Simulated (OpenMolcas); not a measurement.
# Au⁴⁺ among point charges: CASSCF and CASPT2 levels and susceptibility

Aim: the splitting of the states of Au⁴⁺ in the field of 2 point charges, its lowest levels with spin-orbit coupling and its magnetic susceptibility.

The numbers are computed with OpenMolcas 26.06 (state-averaged CASSCF and CASPT2, spin-orbit coupling by RASSI with atomic mean-field integrals), except any that are marked as measured or tabulated.

## Step 1: What is computed

```
Species                           : Au⁴⁺ (gold, Z = 79, 75 electrons)
Basis                             : ANO-RCC-VDZP [7s6p4d2f], 59 functions
Scalar Hamiltonian                : DKH2, point nucleus
Inactive shells                   : 1s 2s 2p 3s 3p 3d 4s 4p 4d 4f 5s 5p
Active space                      : 7 electrons in 5 orbitals (5d)
Some configurations of this space : 5d⁷
Orbitals                          : optimised for each spin and parity, averaged over all roots
```

The outer shells:

5d7
```
5d [↑↓][↑↓][↑ ][↑ ][↑ ]
```

The ion sits among 2 point charges of -2.4 e arranged as a linear pair (D∞h), 2.23 Å from the ion.

The work runs as a chain of OpenMolcas steps in one folder; each step below is one input file. Labels, J, g values, rates, χT and fits are worked out afterwards by a script from the matrices that RASSI stores. The input lists half of the charges; inversion (Group=XYZ) makes the rest.

## Step 2: GATEWAY and SEWARD: basis and integrals

a.inp

```
&GATEWAY
Coord
1

Au 0.0 0.0 0.0
Basis=ANO-RCC-VDZP
Group=XYZ
NoMove
AngMom=0.0 0.0 0.0
AMFI
XField
1 Angstrom 0
0.000000 0.000000 2.230000 -2.400000
&SEWARD
```

Launch:

```sh
> OMP_NUM_THREADS=1 MOLCAS_MEM=1689 MOLCAS_PROJECT=a pymolcas a.inp > a.log
```

## Step 3: CASSCF: quartets of even parity, 10 roots

a.inp

```
&RASSCF
FileOrb=start.orb
Symmetry=1
Spin=4
nActEl=7 0 0
Inactive=15 19
Ras2=5 0
CIRoot=10 10 1
SDav=10
CIMx=300
Iter=120 100
PrWF=0.3
OrbListing=Nothing
MaxOrb=0
>>> COPY $Project.JobIph JOB001
```

start.orb holds the contracted functions of the basis, ordered by shell, or the orbitals of the step before.

## Step 4: CASSCF: doublets of even parity, 40 roots

a.inp

```
&RASSCF
FileOrb=start.orb
Symmetry=1
Spin=2
nActEl=7 0 0
Inactive=15 19
Ras2=5 0
CIRoot=40 40 1
SDav=40
CIMx=300
Iter=120 100
PrWF=0.3
OrbListing=Nothing
MaxOrb=0
>>> COPY $Project.JobIph JOB002
```

## Step 5: State interaction with spin-orbit coupling

a.inp

```
&RASSI
NrOfJobIphs=2 10 40
1 2 3 4 5 6 7 8 9 10
1 2 3 4 5 6 7 8 9 10 11 12 13 14 15 16 17 18 19 20 21 22 23 24 25 26 27
28 29 30 31 32 33 34 35 36 37 38 39 40
IphNames
JOB001
JOB002
EJob
SpinOrbit
DIPRint=1.0
SOCoupling=1000.0
Subsets=2
Property=9
'ANGMOM' 1 'ANGMOM' 2 'ANGMOM' 3 'MLTPL  1' 1 'MLTPL  1' 2 'MLTPL  1' 3
'AMFI' 1 'AMFI' 2 'AMFI' 3
SOProperty=3
'ANGMOM' 1 'ANGMOM' 2 'ANGMOM' 3
```

## Step 6: CASPT2: IPEA 0.25, imaginary shift 0.1 (closed shells correlated: 5s 5p)

a.inp

```
>>> COPY JOB001 $Project.JobIph
&CASPT2
Multistate=10 1 2 3 4 5 6 7 8 9 10
NoMult
Frozen=14 16
IPEA=0.25
Imaginary=0.1
MaxIter=60
WThr=0.0 0.3 0.05
PrWF=0.5
NoMix
>>> COPY JOB002 $Project.JobIph
&CASPT2
Multistate=40 1 2 3 4 5 6 7 8 9 10 11 12 13 14 15 16 17 18 19 20 21 22
23 24 25 26 27 28 29 30 31 32 33 34 35 36 37 38 39 40
NoMult
Frozen=14 16
IPEA=0.25
Imaginary=0.1
MaxIter=60
WThr=0.0 0.3 0.05
PrWF=0.5
NoMix
```

(Steps that only read results are left out.)

What does the calculation give? Wanted: spin-free ground state; first state of the same spin within the active space; lowest level; next level.

**Answer**, as computed:

```
                                            quantity                                                                        value
                                              method  SS-CASPT2, IPEA 0.25, imaginary shift 0.1 (closed shells correlated: 5s 5p)
                              spin-free ground state                                           4Sigma, 1-fold in its orbital part
first state of the same spin within the active space                                                            4Phi at 2200 cm⁻¹
                                        lowest level                                                2-fold, g = 0.00, 0.00, 11.77
                                          next level                                                                   159.2 cm⁻¹
                                         χT at 300 K                                                               4.06 cm³ K/mol
                           effective moment at 300 K                                                                      5.70 μB
```

Cost by method:

| method | time of its own steps | time with the reference |
| --- | --- | --- |
| A. CASSCF | 11 s | 11 s |
| B. SS-CASPT2, IPEA 0.25, imaginary shift 0.1, +5s 5p | 4 s | 15 s |

Times are of one thread on a shared host.

**Reading.** The spin-free ground state (4Sigma) comes to 56 % from free-ion F terms and keeps the highest spin of the shell. χT at 300 K is 4.06, against 1.88 cm³ K/mol for the spin alone, so orbital moment adds to it. An active space of the d shell alone favours high spin; real ions in strong fields can be low spin. CASPT2 does not keep the components of a term degenerate, and the means are used. The field of point charges can differ much from that of real complexes. With metal d orbitals alone active, the gaps between spin states are rough; where two lie within a few thousand cm-1, their order is open. This is an electrostatic model: the charges have no orbitals.
